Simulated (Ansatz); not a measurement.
# SiC (Moissanite 3C): the cost of one run

Program: Ansatz 0.2.0. Level of theory: DFT PBE, scalar-relativistic, plane waves, PAW. These are calculated values, not measurements.

**1. The starting structure**

It takes space group F-43m (No. 216, cubic). The conventional cell has a = 4.358 Å, b = 4.358 Å, c = 4.358 Å, α = 90.00°, β = 90.00°, γ = 90.00°. Si (site symmetry -43m) has 4 C at 1.89 Å as nearest neighbours. C (site symmetry -43m) has 4 Si at 1.89 Å as nearest neighbours.

Coordinates:

```cif
data_structure
_symmetry_space_group_name_H-M 'P 1'
_symmetry_Int_Tables_number 1
_cell_length_a 3.0816
_cell_length_b 3.0816
_cell_length_c 3.0816
_cell_angle_alpha 60.000
_cell_angle_beta 60.000
_cell_angle_gamma 60.000
_cell_volume 20.69
loop_
_atom_site_label
_atom_site_type_symbol
_atom_site_fract_x
_atom_site_fract_y
_atom_site_fract_z
_atom_site_occupancy
Si1 Si 0.00000 0.00000 0.00000 1
C1 C 0.25000 0.25000 0.25000 1
```

**2. First run, at the start cell**

Contents of input.yaml:

```yaml
crystal:
  lattice:
    - [0.0, 2.179, 2.179]
    - [2.179, 0.0, 2.179]
    - [2.179, 2.179, 0.0]
  atoms:
    - { symbol: Si, position: [0.0, 0.0, 0.0] }
    - { symbol: C, position: [0.25, 0.25, 0.25] }
basis:
  ecutwfc: 420
  ecutrho_ratio: 4
kpoints:
  mp_grid: { grid: [18, 18, 18] }
hamiltonian:
  xc: pbe
scf:
  occupations: { method: gaussian, width: 0.05 }
output:
  forces: true
  stress: true
  eigenvalues: true
```

On the command line:

```bash
$ ansatz run input.yaml --threads 1 --pin off --max-ram 2560MiB --backend cpu --events-out ev --progress --plain --runs-dir out
```

**Question.** How long does this run take on 1 thread of Intel Xeon Platinum 8259CL at 2.50GHz (Skylake/Cascade Lake), shared host, and how much memory does it need?

About 5.2 s, with a peak of 0.38 GiB.
